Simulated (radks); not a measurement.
# Al⁺ in [He] 2p6 3s2 3p2: an all-electron calculation

An exercise on one series of results from a longer session: the logs are not shown, and one member is left open.

The numbers are computed with radks (a radial shooting solver on a logarithmic mesh, Libxc functionals) version 1 (non-relativistic Kohn-Sham, BLYP, spin-polarised, spherical densities, point nucleus; open shells are filled with parallel spins first), except any that are marked as measured or tabulated.

## The atom as given

| Quantity | Value |
| --- | --- |
| element | aluminium (Z = 13) |
| charge | +1 |
| electrons | 12 |
| configuration | [He] 2p6 3s2 3p2 |

The outer shells:

Al⁺
```
[He] core
2p [↑↓][↑↓][↑↓]
3s [↑↓]
3p [↑ ][↑ ][  ]
```

Set-up of the first run:

The run's settings:

```text
Z 13
configuration [He] 2p6 3s2 3p2 2s0 3d0 4p0 4f0
relativity non-relativistic
functional b88,lyp
spin polarised
nucleus point
```

The run is started by

```console
> python run_ks.py task.json out
```

All runs below come from this command, one after another.

Among the steps run: Self-consistent calculation.

One table of the session follows, with a row left open; its other results are not shown here.

It belongs to the step «Orbitals and density». Radial moments (bohr):

| level | <r> | outermost maximum (interpolated) | 90 % within | nodes |
| --- | --- | --- | --- | --- |
| 1s up | 0.1204 | 0.0786 | 0.215 | 0 |
| 1s down | 0.1204 | 0.0786 | 0.215 | 0 |
| 2s up | 0.5976 | 0.485 | 0.935 | 1 |
| 2s down | 0.5977 | 0.486 | 0.935 | 1 |
| 2p up | 0.5554 | 0.411 | 0.924 | 0 |
| 2p down | ? | ? | ? | ? |
| 3s up | 1.969 | 1.70 | 2.94 | 2 |
| 3s down | 1.991 | 1.69 | 3.00 | 2 |
| 3p up | 2.228 | 1.86 | 3.41 | 1 |
| 3p down | 2.300 | 1.88 | 3.57 | 1 |
| 3d up | 3.207 | 2.39 | 5.27 | 0 |

Estimate the missing values for 2p down.

**Answer.** <r>: 0.5555; outermost maximum (interpolated): 0.412; 90 % within: 0.923; nodes: 0. In the column «<r>» it lies between 2p up (0.5554) and 2s up (0.5976).
